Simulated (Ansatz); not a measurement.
# C₂H₉FSi₂: one species, many methods

One table from this session's results is given with a row withheld; the runs are named, their logs left out.

Method: functionals in def2-TZVPP, the program's frozen cores in correlated methods; program: Ansatz 0.2.0, Gaussian basis.

The runs, in order: PBE-D4, r2SCAN-D4, PBE0-D4, B3LYP-D4, ωB97X-V, ωB97M-V, B2PLYP; CCSD(T)/def2-TZVPP; MP2/def2-QZVPP; extrapolation to the limit.

### Structure used throughout

An earlier PBE0-D4 in a triple-zeta def2 set relaxation fixed the geometry.

SMILES `C[SiH2]C[SiH2]F`, 14 atoms, charge 0, spin multiplicity 1.

Atoms are counted from 1 here; the program's logs count them from 0.

Bond lengths: C1–Si2 1.867 Å, C1–H6 1.092 Å, C1–H7 1.093 Å, C1–H8 1.092 Å, Si2–C3 1.881 Å, Si2–H9 1.490 Å, Si2–H10 1.491 Å, C3–Si4 1.851 Å, C3–H11 1.097 Å, C3–H12 1.096 Å, Si4–F5 1.607 Å, Si4–H13 1.484 Å, Si4–H14 1.485 Å. Angles: Si2–C1–H6 110.8°, Si2–C1–H7 110.8°, Si2–C1–H8 110.7°, H6–C1–H7 107.9°, H6–C1–H8 108.5°, H7–C1–H8 108.1°, C1–Si2–C3 111.4°, C1–Si2–H9 110.1°, C1–Si2–H10 110.3°, C3–Si2–H9 108.9°, C3–Si2–H10 108.5°, H9–Si2–H10 107.5°, Si2–C3–Si4 115.6°, Si2–C3–H11 108.3°, Si2–C3–H12 109.1°, Si4–C3–H11 106.9°, Si4–C3–H12 109.7°, H11–C3–H12 106.8° and more.

As a file:

```
C    -1.5156    1.2501    0.5564
Si   -0.0190    0.3440    1.2072
C     0.4173   -1.1308    0.1237
Si    1.1192   -0.7210   -1.5391
F     0.1512    0.3200   -2.2893
H    -1.7543    2.1080    1.1892
H    -2.3888    0.5930    0.5366
H    -1.3381    1.6084   -0.4598
H    -0.2746   -0.1352    2.5952
H     1.1571    1.2587    1.2579
H     1.1696   -1.7330    0.6487
H    -0.4689   -1.7639    0.0051
H     2.4469   -0.0708   -1.4066
H     1.2244   -1.9135   -2.4177
```

The first run:

Contents of in.yaml:

```yaml
crystal:
  periodic: [false, false, false]
  atoms:
    - {symbol: C, position_ang: [-1.515636, 1.250100, 0.556381]}
    - {symbol: Si, position_ang: [-0.018953, 0.343966, 1.207194]}
    - {symbol: C, position_ang: [0.417271, -1.130834, 0.123698]}
    - {symbol: Si, position_ang: [1.119179, -0.720989, -1.539057]}
    - {symbol: F, position_ang: [0.151200, 0.319967, -2.289270]}
    - {symbol: H, position_ang: [-1.754301, 2.107960, 1.189160]}
    - {symbol: H, position_ang: [-2.388773, 0.593004, 0.536574]}
    - {symbol: H, position_ang: [-1.338147, 1.608413, -0.459767]}
    - {symbol: H, position_ang: [-0.274610, -0.135201, 2.595174]}
    - {symbol: H, position_ang: [1.157074, 1.258707, 1.257871]}
    - {symbol: H, position_ang: [1.169625, -1.733010, 0.648688]}
    - {symbol: H, position_ang: [-0.468927, -1.763914, 0.005067]}
    - {symbol: H, position_ang: [2.446889, -0.070787, -1.406578]}
    - {symbol: H, position_ang: [1.224410, -1.913482, -2.417733]}
basis:
  gaussian: {orbitals: def2-TZVPP}
hamiltonian: {xc: pbe, dispersion: d4}
output: {forces: true, orbitals: {seedname: orbitals}}
```

Steps of the session up to this table: PBE-D4 (GGA); r2SCAN-D4 (meta-GGA); PBE0-D4 (hybrid); B3LYP-D4 (hybrid); ωB97X-V (range-separated); ωB97M-V (range-separated); B2PLYP (double hybrid); CCSD(T) in def2-TZVPP; MP2 in def2-QZVPP.

One table of the session follows, with a row left open; its other results are not shown here.

| method | atomisation energy (eV) |
| --- | --- |
| PBE-D4 | 52.239 |
| r2SCAN-D4 | 52.228 |
| PBE0-D4 | 51.899 |
| B3LYP-D4 | 52.119 |
| ωB97X-V | 52.418 |
| ωB97M-V | 52.317 |
| B2PLYP | 51.593 |
| HF/def2-TZVPP | 40.110 |
| MP2/def2-TZVPP | 51.398 |
| CCSD/def2-TZVPP | 50.563 |
| CCSD(T)/def2-TZVPP | ? |
| MP2/CBS | 52.623 |
| CCSD(T)/CBS | 52.296 |

Estimate the missing values for CCSD(T)/def2-TZVPP.

As computed: atomisation energy (eV): 51.072. In the column «atomisation energy (eV)» it lies between CCSD/def2-TZVPP (50.563) and MP2/def2-TZVPP (51.398).
